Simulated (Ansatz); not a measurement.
# ZrGe (singlet): relaxing a cheap start

Aim: relax a generated start of ZrGe (singlet) and see which bonds hold.

Program: Ansatz 0.2.0, Gaussian basis. Level of theory: RKS PBE0/def2-TZVP. These are calculated values, not measurements.

### 1 Where the work starts

2 atoms, charge 0, spin multiplicity 1.

Atoms are counted from 1 here; the program's logs count them from 0.

Bond lengths: Zr1–Ge2 2.650 Å.

The start is set by covalent radii. Sticks and bond lists go by distance. No spin-orbit coupling is included. Elements past krypton take def2 core potentials. 

### 2 Relaxation

Input file in.yaml:

```yaml
crystal:
  periodic: [false, false, false]
  atoms:
    - {symbol: Zr, position_ang: [0.000000, 0.000000, 0.000000]}
    - {symbol: Ge, position_ang: [0.000000, 0.000000, 2.650000]}
basis:
  gaussian: {orbitals: def2-TZVP}
hamiltonian: {xc: pbe0}
relax: {f_tol: 0.004, max_steps: 80}
```

Launch:

```
$ ansatz run in.yaml --threads 1 --pin off --events-out ev --progress --plain --max-ram 1740MiB
```

What does the calculation give? Wanted: energy gained; shift from the start; total energy; dipole moment.

The runs gave:

```
                  quantity           value
                     steps               4
             energy gained        0.432 eV
shift from the start (rms)         0.136 Å
              total energy  -57786.7873 eV
             dipole moment          3.58 D
```

The bonds of the start are those of the end. Zr1–Ge2 went from 2.650 to 2.378 Å. No vibrations were run, so this is a stationary point, not a proven minimum, and this spin need not be the ground state's.
